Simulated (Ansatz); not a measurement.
Set up this calculation in Ansatz 0.2.0, as the native input.

| Quantity | Value |
| --- | --- |
| Task | single point |
| Functional | PBEsol |
| Potentials or basis | Ansatz PAW |
| Cutoff | 420 eV (not typed: the program's choice for these potentials) |
| k mesh | 6 × 6 × 6 |
| Occupations | fermi-dirac, width 0.05 eV |
| Spin | no spin polarisation |

Crystal: InSb3.

```
CELL_PARAMETERS angstrom
0.00000 3.79455 3.79455
3.79455 0.00000 3.79455
3.79455 3.79455 0.00000
ATOMIC_POSITIONS crystal
Sb 0.50000 0.50000 0.50000
Sb 0.75000 0.75000 0.75000
Sb 0.25000 0.25000 0.25000
In 0.00000 0.00000 0.00000
```

The cell comes from a database or a generator and needn't be the stable form of this composition.

These files were run (other wordings do the same):

input.yaml

```yaml
crystal:
  lattice:
    - [0.0, 3.794555, 3.794555]
    - [3.794555, 0.0, 3.794555]
    - [3.794555, 3.794555, 0.0]
  atoms:
    - { symbol: Sb, position: [0.5, 0.5, 0.5] }
    - { symbol: Sb, position: [0.75, 0.75, 0.75] }
    - { symbol: Sb, position: [0.25, 0.25, 0.25] }
    - { symbol: In, position: [0.0, 0.0, 0.0] }
hamiltonian:
  xc: pbesol
  pseudopotentials: { kind: paw }
kpoints:
  mp_grid: { grid: [6, 6, 6] }
scf:
  occupations: { method: fermi_dirac, width: 0.05 }
output:
  forces: true
  stress: true
  eigenvalues: true
```

Potentials or basis: Ansatz PAW.

Launch:

```sh
$ ansatz run input.yaml --threads 2 --pin off --max-ram 5632MiB --backend cpu --events-out ev --progress --plain --runs-dir out
```

It gave:

| Item | Value |
| --- | --- |
| Pressure | -3.1 GPa |
| Band gap on the k mesh | none (metal or under the smearing width) |

Caveat: the PAW data sets come from PBE, with cores solved anew for the run's functional, which leaves a small shift of forces and pressure.

Wall time 2.2 s on 2 threads of Arm Neoverse V1 (shared host), peak memory 0.39 GiB.
